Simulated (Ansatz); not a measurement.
What does this script print? It uses the Ansatz DFT code, driven from Python.

The script, `ch6asnsi2_torsion.py`:
```python
import warnings

import ansatz as az
from ase import Atoms

warnings.simplefilter("ignore", az.DeckWarning)

atoms = Atoms(["N", "C", "Si", "As", "Si", "H", "H", "H", "H", "H", "H"], positions=[
    (2.9502, 0.7857, -1.1841),
    (2.2133, 0.0602, -0.665),
    (1.0555, -1.0769, 0.1497),
    (-0.3009, 0.1163, 1.6071),
    (-1.4723, 1.0962, -0.1409),
    (0.2258, -1.7426, -0.8656),
    (1.8105, -2.0888, 0.9029),
    (-1.3252, -1.0591, 1.7249),
    (-2.6592, 1.7826, 0.3899),
    (-1.8932, 0.0594, -1.0949),
    (-0.6045, 2.067, -0.824),
])

first = az.Crystal.molecule_from_ase(atoms).calculation()
first = first.basis(gaussian="def2-SVP")
first = first.functional("hf")
first = first.relax(force_tolerance=0.02, max_steps=80)
atoms.positions = first.run(threads=1).report["positions_ang"]

start = atoms.get_dihedral(2, 3, 4, 8)
energies = {}
for turn in range(0, 121, 15):
    turned = atoms.copy()
    turned.set_dihedral(2, 3, 4, 8, start + turn, indices=[4, 8, 9, 10])
    calc = (
        az.Crystal.molecule_from_ase(turned).calculation()
        .basis(gaussian="def2-SVP")
        .functional("hf")
    )
    energies[round((start + turn) % 360)] = calc.run(threads=1).report["free_energy_ev"]
floor = min(energies.values())
print("dihedral Si2-As3-Si4-H8 (deg)   E - E(min) (eV)")
for angle, e in sorted(energies.items()):
    print(f"{angle:8d} {(e - floor):14.3f}  " + "#" * int(30 * (e - floor) / max(max(energies.values()) - floor, 1e-9)))
```

`python ch6asnsi2_torsion.py` gives:
```text
dihedral Si2-As3-Si4-H8 (deg)   E - E(min) (eV)
     166          0.000
     181          0.006  ###
     196          0.023  #############
     211          0.041  #######################
     226          0.052  ##############################
     241          0.052  #############################
     256          0.042  ########################
     271          0.030  #################
     286          0.022  ############
```

The scan is rigid and the energies are electronic, in a modest basis. With rigid groups the curve can differ much from the relaxed path, the start wasn't checked as a minimum of this torsion, and equivalent turns needn't return to the same energy. The whole script took 96 s on 1 thread of Arm Neoverse V1 (shared host), peak memory 0.39 GiB.
